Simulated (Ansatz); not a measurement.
# MgCdS4: the cost of one run

Method: DFT PBE, scalar-relativistic, plane waves, PAW, in Ansatz 0.2.0.

**1. The starting structure**

It takes space group P-6m2 (No. 187, hexagonal). The conventional cell has a = 5.913 Å, b = 5.913 Å, c = 4.581 Å, α = 90.00°, β = 90.00°, γ = 120.00°. Mg (site symmetry -6m2) has 6 S at 2.83 Å in its first shell of neighbours. Cd (site symmetry -6m2) is surrounded by 15 S at 3.41 to 3.74 Å and 3 Mg at 3.41 Å. S (site symmetry -6m2) is surrounded by 6 S at 2.88 Å and 3 Cd at 3.41 Å and 3 Mg at 3.41 Å. S (site symmetry mm2) has 2 Mg at 2.83 Å and 4 S at 2.88 to 2.89 Å and 4 Cd at 3.74 Å in its first shell of neighbours.

As a file:

```
CELL_PARAMETERS angstrom
5.91338 0.00000 0.00000
-2.95669 5.12114 0.00000
0.00000 0.00000 4.58075
ATOMIC_POSITIONS crystal
Mg 0.00000 0.00000 0.00000
Cd 0.66667 0.33333 0.00000
S 0.33333 0.66667 0.00000
S 0.67433 0.83716 0.50000
S 0.16284 0.83716 0.50000
S 0.16284 0.32567 0.50000
```

A structure generator made this guess: species swapped into a database cell of HoBeCu4 (P-6m2, No. 187), with Cd on the Ho sites, Mg on the Be sites and S on the Cu sites. The dimensions are guesses.

**2. Probe: one point on a coarse mesh**

The input, input.yaml:

```yaml
crystal:
  lattice:
    - [5.91337771, 0.0, 0.0]
    - [-2.95668886, 5.12113532, 0.0]
    - [0.0, 0.0, 4.58074563]
  atoms:
    - { symbol: Mg, position: [0.0, 0.0, 0.0] }
    - { symbol: Cd, position: [0.66666667, 0.33333333, 0.0] }
    - { symbol: S, position: [0.33333333, 0.66666667, 0.0] }
    - { symbol: S, position: [0.67432866, 0.83716433, 0.5] }
    - { symbol: S, position: [0.16283567, 0.83716433, 0.5] }
    - { symbol: S, position: [0.16283567, 0.32567134, 0.5] }
basis:
  ecutwfc: 420
kpoints:
  mp_grid: { grid: [3, 3, 4] }
hamiltonian:
  xc: pbe
scf:
  occupations: { method: gaussian, width: 0.1 }
  lower_state_search: "off"
output:
  forces: true
  stress: true
  eigenvalues: true
```

Launch:

```bash
$ ansatz run input.yaml --threads 1 --pin off --max-ram 2560MiB --backend cpu --events-out ev --progress --plain --runs-dir out
```

What time and memory should one allow on 1 thread of Intel Xeon at 2.50GHz (Skylake/Cascade Lake), shared host?

About 8.4 s, with a peak of 0.37 GiB.
